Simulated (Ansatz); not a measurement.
# CH5Cl2GaS: how energies converge with the basis set

An exercise on one series of results from a longer session: the logs are not shown, and one member is left open.

Method: one geometry, several basis sets; program: Ansatz 0.2.0, Gaussian basis.

Levels to be run: PBE0-D4/def2-SVP; ωB97M-V/def2-SVP; PBE0-D4/def2-QZVPP; ωB97M-V/def2-QZVPP; the functionals' def2-TZVPP values are taken from earlier runs.

### Structure used throughout

All runs share one geometry, relaxed beforehand with PBE0-D4 in a triple-zeta def2 set.

SMILES `[CH3][Ga-]([SH2+])([Cl])[Cl]`, 10 atoms, charge 0, spin multiplicity 1.

Atoms are counted from 1 here; the program's logs count them from 0.

Bond lengths: C1–Ga2 1.955 Å, C1–H6 1.091 Å, C1–H7 1.091 Å, C1–H8 1.092 Å, Ga2–S3 2.584 Å, Ga2–Cl4 2.170 Å, Ga2–Cl5 2.170 Å, S3–H9 1.345 Å, S3–H10 1.345 Å. Angles: Ga2–C1–H6 110.7°, Ga2–C1–H7 110.8°, Ga2–C1–H8 109.1°, H6–C1–H7 109.6°, H6–C1–H8 108.3°, H7–C1–H8 108.3°, C1–Ga2–S3 105.4°, C1–Ga2–Cl4 120.0°, C1–Ga2–Cl5 120.0°, S3–Ga2–Cl4 94.3°, S3–Ga2–Cl5 94.3°, Cl4–Ga2–Cl5 114.0°, Ga2–S3–H9 98.1°, Ga2–S3–H10 98.1°, H9–S3–H10 92.9°.

Coordinates:

```xyz
10
charge 0, multiplicity 1
C    -1.3342    0.1401    0.6734
Ga   -0.1847    0.3121   -0.8989
S     2.1429   -0.5140   -0.1385
Cl   -0.3436   -1.1199   -2.5214
Cl    0.5294    2.2670   -1.5128
H    -1.3991   -0.9013    0.9919
H    -0.9592    0.7516    1.4953
H    -2.3388    0.4847    0.4207
H     1.7515   -1.6433    0.4777
H     2.2191    0.1718    1.0156
```

Set-up of the first run:

File in.yaml:

```yaml
crystal:
  periodic: [false, false, false]
  atoms:
    - {symbol: C, position_ang: [-1.334213, 0.140073, 0.673390]}
    - {symbol: Ga, position_ang: [-0.184653, 0.312069, -0.898944]}
    - {symbol: S, position_ang: [2.142912, -0.514026, -0.138524]}
    - {symbol: Cl, position_ang: [-0.343630, -1.119893, -2.521396]}
    - {symbol: Cl, position_ang: [0.529394, 2.266954, -1.512797]}
    - {symbol: H, position_ang: [-1.399144, -0.901277, 0.991914]}
    - {symbol: H, position_ang: [-0.959211, 0.751605, 1.495263]}
    - {symbol: H, position_ang: [-2.338836, 0.484700, 0.420660]}
    - {symbol: H, position_ang: [1.751459, -1.643266, 0.477741]}
    - {symbol: H, position_ang: [2.219121, 0.171763, 1.015593]}
basis:
  gaussian: {orbitals: def2-SVP}
hamiltonian: {xc: pbe0, dispersion: d4}
output: {orbitals: {seedname: orbitals}}
```

Launch:

```
> ansatz run in.yaml --threads 8 --pin off --events-out ev --progress --plain --max-ram 18278MiB
```

Steps of the session up to this table: PBE0-D4 in def2-SVP; ωB97M-V in def2-SVP; PBE0-D4 in def2-QZVPP; ωB97M-V in def2-QZVPP.

One table of the session follows, with a row left open; its other results are not shown here.

It belongs to the step «Functionals by basis». 

```
functional       basis  HOMO (eV)
   PBE0-D4    def2-SVP      -7.99
   PBE0-D4  def2-TZVPP      -8.14
   PBE0-D4  def2-QZVPP          ?
   ωB97M-V    def2-SVP     -10.15
   ωB97M-V  def2-TZVPP     -10.33
   ωB97M-V  def2-QZVPP     -10.37
```

Estimate the missing values for PBE0-D4, def2-QZVPP.

**Answer.** HOMO (eV): -8.18. In the column «HOMO (eV)» it lies between ωB97M-V, def2-SVP (-10.15) and PBE0-D4, def2-TZVPP (-8.14).
